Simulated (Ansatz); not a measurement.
**CH₆OSSi: up Jacob's ladder to CCSD(T)**

How much do the methods differ for CH₆OSSi? The plan is to run it at one geometry with functionals of several rungs and with coupled cluster. The yardstick is the atomisation energy at the CCSD(T) limit.

Program: Ansatz 0.2.0, Gaussian basis. Level of theory: functionals in def2-TZVPP, the program's frozen cores in correlated methods. These are calculated values, not measurements.

Plan: LDA (SPW92), PBE-D4, revPBE-D4, BLYP-D4, r2SCAN-D4, B97M-V, PBE0-D4, B3LYP-D4, r2SCANh-D4, r2SCAN0-D4, HSE06-D4, BHLYP-D4, CAM-B3LYP-D4, LC-ωPBE, ωB97X-V, ωB97M-V, B2PLYP, PBE-QIDH; CCSD(T)/def2-SVP; CCSD(T)/def2-TZVPP; MP2/def2-QZVPP; extrapolation to the limit; RPA on PBE.

## (1) The geometry

All runs share one geometry, relaxed beforehand with PBE0-D4 in a triple-zeta def2 set.

SMILES `[SiH3]OCS`, 10 atoms, charge 0, spin multiplicity 1.

Atoms are counted from 1 here; the program's logs count them from 0.

Bond lengths: Si1–O2 1.649 Å, Si1–H5 1.479 Å, Si1–H6 1.489 Å, Si1–H7 1.489 Å, O2–C3 1.400 Å, C3–S4 1.798 Å, C3–H8 1.096 Å, C3–H9 1.095 Å, S4–H10 1.343 Å. Angles: O2–Si1–H5 106.2°, O2–Si1–H6 110.5°, O2–Si1–H7 110.7°, H5–Si1–H6 110.6°, H5–Si1–H7 110.7°, H6–Si1–H7 108.2°, Si1–O2–C3 122.6°, O2–C3–S4 112.1°, O2–C3–H8 111.3°, O2–C3–H9 111.0°, S4–C3–H8 104.6°, S4–C3–H9 109.2°, H8–C3–H9 108.3°, C3–S4–H10 96.4°.

## (2) LDA

This LDA is Slater exchange with PW92 correlation.

Contents of in.yaml:

```yaml
crystal:
  periodic: [false, false, false]
  atoms:
    - {symbol: Si, position_ang: [0.135726, 1.632872, -0.205137]}
    - {symbol: O, position_ang: [-0.139493, 0.055515, -0.600053]}
    - {symbol: C, position_ang: [-0.245312, -0.955032, 0.363495]}
    - {symbol: S, position_ang: [-0.553054, -2.565173, -0.374832]}
    - {symbol: H, position_ang: [0.206574, 2.372741, -1.483953]}
    - {symbol: H, position_ang: [1.412839, 1.766492, 0.549625]}
    - {symbol: H, position_ang: [-0.964603, 2.160814, 0.647822]}
    - {symbol: H, position_ang: [-1.102165, -0.786177, 1.026352]}
    - {symbol: H, position_ang: [0.659483, -1.007649, 0.977354]}
    - {symbol: H, position_ang: [0.673004, -2.725604, -0.897873]}
basis:
  gaussian: {orbitals: def2-TZVPP}
hamiltonian: {xc: lda}
output: {orbitals: {seedname: orbitals}}
```

Started as:

```
> ansatz run in.yaml --threads 2 --pin off --events-out ev --progress --plain --max-ram 4352MiB
```

After this run come: PBE-D4 (GGA); revPBE-D4 (GGA); BLYP-D4 (GGA); r2SCAN-D4 (meta-GGA); B97M-V (meta-GGA); PBE0-D4 (hybrid); B3LYP-D4 (hybrid); r2SCANh-D4 (hybrid); r2SCAN0-D4 (hybrid); HSE06-D4 (hybrid); BHLYP-D4 (hybrid); CAM-B3LYP-D4 (range-separated); LC-ωPBE (range-separated); ωB97X-V (range-separated); ωB97M-V (range-separated); B2PLYP (double hybrid); PBE-QIDH (double hybrid); CCSD(T) in def2-SVP; CCSD(T) in def2-TZVPP; MP2 in def2-QZVPP; RPA on PBE orbitals.

Before running them: what should the planned runs give, taken together? Wanted: atomisation energy, CCSD(T)/CBS; farthest beyond LDA; mean size of error, GGA; mean size of error, meta-GGA; mean size of error, hybrid; mean size of error, range-separated; mean size of error, double hybrid; gap, smallest and largest; T1 diagnostic.

The runs gave:

```
                               quantity                                                        value
        atomisation energy, CCSD(T)/CBS                                                    34.848 eV
    functionals within 0.174 eV (0.5 %)  r2SCAN-D4, B97M-V, B3LYP-D4, CAM-B3LYP-D4, ωB97X-V, ωB97M-V
                    farthest beyond LDA                                         BHLYP-D4 (-1.040 eV)
                mean size of error, GGA                                                     0.341 eV
           mean size of error, meta-GGA                                                     0.044 eV
             mean size of error, hybrid                                                     0.440 eV
    mean size of error, range-separated                                                     0.180 eV
      mean size of error, double hybrid                                                     0.517 eV
              gap, smallest and largest                    5.03 eV (LDA (SPW92)), 12.21 eV (LC-ωPBE)
                          T1 diagnostic                                                       0.0116
triples share of the correlation energy                                                        3.7 %
```

**Reading.** LDA overbinds by 4.780 eV (14 %). PBE-D4 misses by +0.210 eV. Double hybrids carry the basis error of their MP2 part in triple zeta, and no dispersion term here, so their miss is partly the set-up's. Taken by rung, meta-GGA functionals do best (0.044 eV on average) and double hybrid ones worst beyond LDA (0.517 eV). Misses under about 0.174 eV are within the doubt on the reference itself, which lacks core-valence correlation, relativity and higher excitations. Hartree-Fock recovers 72 % of the binding; the rest is correlation. CCSD(T) in def2-SVP is off by -2.427 eV, so the small basis spoils what the method gains. The gap grows from 5.0 to 12.2 eV across the functionals, mostly with the share of exact exchange.
